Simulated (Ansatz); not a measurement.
## ZnGe3 in Ansatz: convergence with xc grid

Input of the first run (xc grid 1); the others differ in this setting and in those tied to it:

File input.yaml:

```yaml
crystal:
  lattice:
    - [4.222363, 0.0, 0.0]
    - [0.0, 4.222363, 0.0]
    - [0.0, 0.0, 4.222363]
  atoms:
    - { symbol: Ge, position: [0.5, 0.5, 0.0] }
    - { symbol: Ge, position: [0.5, 0.0, 0.5] }
    - { symbol: Ge, position: [0.0, 0.5, 0.5] }
    - { symbol: Zn, position: [0.0, 0.0, 0.0] }
hamiltonian:
  xc: pbesol
  pseudopotentials: { kind: paw, source: jth, xc_functional: pbe }
kpoints:
  mp_grid: { grid: [5, 5, 5] }
scf:
  occupations: { method: cold, width: 0.1 }
output:
  forces: true
  stress: true
  eigenvalues: true
basis:
  xc_grid: 1
```

Potentials or basis: JTH PAW.

Launch:

```sh
$ ansatz run input.yaml --threads 2 --pin off --max-ram 5632MiB --backend cpu --events-out ev --progress --plain --runs-dir out
```

The cell comes from a database or a generator and needn't be the stable form of this composition.

Hardware: 2 threads of Arm Neoverse V2, with other jobs on the host.

| xc grid | energy less the tightest run, at zero smearing (meV/atom) | SCF cycles | CPU time (s) | peak memory (GiB) |
| --- | --- | --- | --- | --- |
| 1 | 0.00 | 7 | 5.5 | 0.52 |
| 2 | 0.00 | 7 | 5.8 | 0.56 |
| 3 | 0.00 | 7 | 6.3 | 0.72 |
| 4 | 0.00 | 7 | 7.3 | 1.1 |
| 5 | 0.00 | 7 | 8.5 | 1.6 |

Against the tightest run, the energy stays within 1 meV/atom from 1 on. The tightest run that finished is the yardstick and may itself not be fully converged.
